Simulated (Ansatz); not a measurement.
Consider a convergence test of the k-point mesh of Bi2Te3, space group R-3m (the Python package of Ansatz (0.2.0)).

The script, `run_kconv.py`:
```python
# -*- coding: utf-8 -*-
"""Convergence of Bi2Te3 with the k-point mesh."""

import warnings

import ansatz


def main():
    warnings.simplefilter("ignore", ansatz.DeckWarning)

    structure = (
        ansatz.Lattice.from_parameters(4.386, 4.386, 30.497, alpha=90, beta=90, gamma=120)
        .space_group(166)
        .atom("Bi", [2 / 3, 1 / 3, 0.73333333])
        .atom("Te", [0.0, 0.0, 0.0])
        .atom("Te", [1 / 3, 2 / 3, 0.87616667])
        .primitive()
    )

    base = (
        structure.calculation()
        .functional("pbe")
        .pseudopotentials("paw")
        .occupations("fixed")
    )

    rows = []
    for value in [(2, 2, 2), (4, 4, 4), (6, 6, 6), (8, 8, 8)]:
        rep = base.kpoints(mesh=value).run().report
        rows.append((value, rep["free_energy_ev"] / len(rep["lattice"]["sites"]), rep["n_iterations"], rep["n_kpoints"]))

    print("        mesh   F/atom (eV)    iterations      k-points")
    for row in rows:
        print(f"{str(row[0]):>12s}  {row[1]:12.5f}  {row[2]:12d}  {row[3]:12d}")

    # differences from the last row
    for row in rows[:-1]:
        shift = 1000 * (row[1] - rows[-1][1])
        print(f"{row[0]}: {shift:+.2f} meV/atom" + ("  (within 1 meV)" if abs(shift) < 1 else ""))


if __name__ == "__main__":
    main()
```

How fast does the energy converge with the mesh (threshold 1 meV an atom)?

From 4×4×4 on it stays within 1 meV an atom of the value at 8×8×8; the first row (2×2×2) is off by 246.4 meV and the last but one by 0.11 meV.

The run itself:

`python run_kconv.py` gives:
```text
        mesh   F/atom (eV)    iterations      k-points
   (2, 2, 2)   -9146.57547             8             4
   (4, 4, 4)   -9146.82220             7            13
   (6, 6, 6)   -9146.82174             7            32
   (8, 8, 8)   -9146.82184             7            65
(2, 2, 2): +246.37 meV/atom
(4, 4, 4): -0.36 meV/atom  (within 1 meV)
(6, 6, 6): +0.11 meV/atom  (within 1 meV)
```

Spin-orbit coupling, which matters for elements this heavy, is left out. The structure is a deposited one; some such entries were measured under pressure or heat, so a shift against it needn't be the functional's error alone. Shifts are counted from the finest mesh, which is itself no proven limit. Finished in 34 s on 1 thread of Intel(R) Xeon(R) Processor @ 2.30GHz, on a shared host, peak memory 0.78 GiB.
